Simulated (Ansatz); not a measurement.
# CH2F2SSi: how energies converge with the basis set

How large a basis does CH2F2SSi need? Two functionals are run in growing sets.

Program: Ansatz 0.2.0, Gaussian basis. Level of theory: one geometry, several basis sets. These are calculated values, not measurements.

Plan: PBE0-D4/def2-SVP; ωB97M-V/def2-SVP; PBE0-D4/def2-QZVPP; ωB97M-V/def2-QZVPP; the functionals' def2-TZVPP values are taken from earlier runs.

### Step 1. The geometry

An earlier PBE0-D4/def2-TZVP relaxation fixed the geometry.

SMILES `F[C@H]1S[Si@@H]1F`, 7 atoms, charge 0, spin multiplicity 1.

Atoms are counted from 1 here; the program's logs count them from 0.

Bond lengths: F1–C2 1.362 Å, C2–S3 1.869 Å, C2–Si4 1.840 Å, C2–H6 1.087 Å, S3–Si4 2.066 Å, Si4–F5 1.587 Å, Si4–H7 1.470 Å. Angles: F1–C2–S3 114.2°, F1–C2–Si4 121.0°, F1–C2–H6 110.1°, S3–C2–Si4 67.7°, S3–C2–H6 111.7°, Si4–C2–H6 123.9°, C2–S3–Si4 55.5°, C2–Si4–S3 56.8°, C2–Si4–F5 120.7°, C2–Si4–H7 121.9°, S3–Si4–F5 120.1°, S3–Si4–H7 121.3°, F5–Si4–H7 108.3°.

Geometry (Å):

```xyz
7

F    -0.4198   -1.5547    1.1991
C    -0.2876   -0.2459    0.8446
S     1.4825    0.3422    0.7329
Si    0.1837    0.2275   -0.8694
F    -0.3840    1.5547   -1.5293
H    -0.8791    0.3824    1.5057
H     0.3657   -0.7742   -1.9293
```

### Step 2. PBE0-D4 in def2-SVP

in.yaml

```yaml
crystal:
  periodic: [false, false, false]
  atoms:
    - {symbol: F, position_ang: [-0.419835, -1.554703, 1.199125]}
    - {symbol: C, position_ang: [-0.287619, -0.245855, 0.844571]}
    - {symbol: S, position_ang: [1.482468, 0.342202, 0.732887]}
    - {symbol: Si, position_ang: [0.183675, 0.227489, -0.869395]}
    - {symbol: F, position_ang: [-0.383993, 1.554743, -1.529335]}
    - {symbol: H, position_ang: [-0.879138, 0.382361, 1.505669]}
    - {symbol: H, position_ang: [0.365743, -0.774236, -1.929323]}
basis:
  gaussian: {orbitals: def2-SVP}
hamiltonian: {xc: pbe0, dispersion: d4}
output: {orbitals: {seedname: orbitals}}
```

Run with:

```console
> ansatz run in.yaml --threads 2 --pin off --events-out ev --progress --plain --max-ram 4352MiB
```

The runs that follow: ωB97M-V in def2-SVP; PBE0-D4 in def2-QZVPP; ωB97M-V in def2-QZVPP.

Q: Predict the results of all the runs planned. Wanted: PBE0-D4: double and triple zeta above quadruple; ωB97M-V: double and triple zeta above quadruple.

**Answer**, as computed:

```
                                       quantity           value
PBE0-D4: double and triple zeta above quadruple  15.73, 0.95 eV
ωB97M-V: double and triple zeta above quadruple  15.80, 0.89 eV
```

What this shows: PBE0-D4 gains 14.79 eV from double to triple zeta, then 0.95 eV more. These are total energies; as a rule much of such shifts cancels in differences, which this series doesn't test. The LUMO of ωB97M-V is positive and keeps falling with the basis (2.08 to 1.22 eV): an unbound level that the basis holds in place.
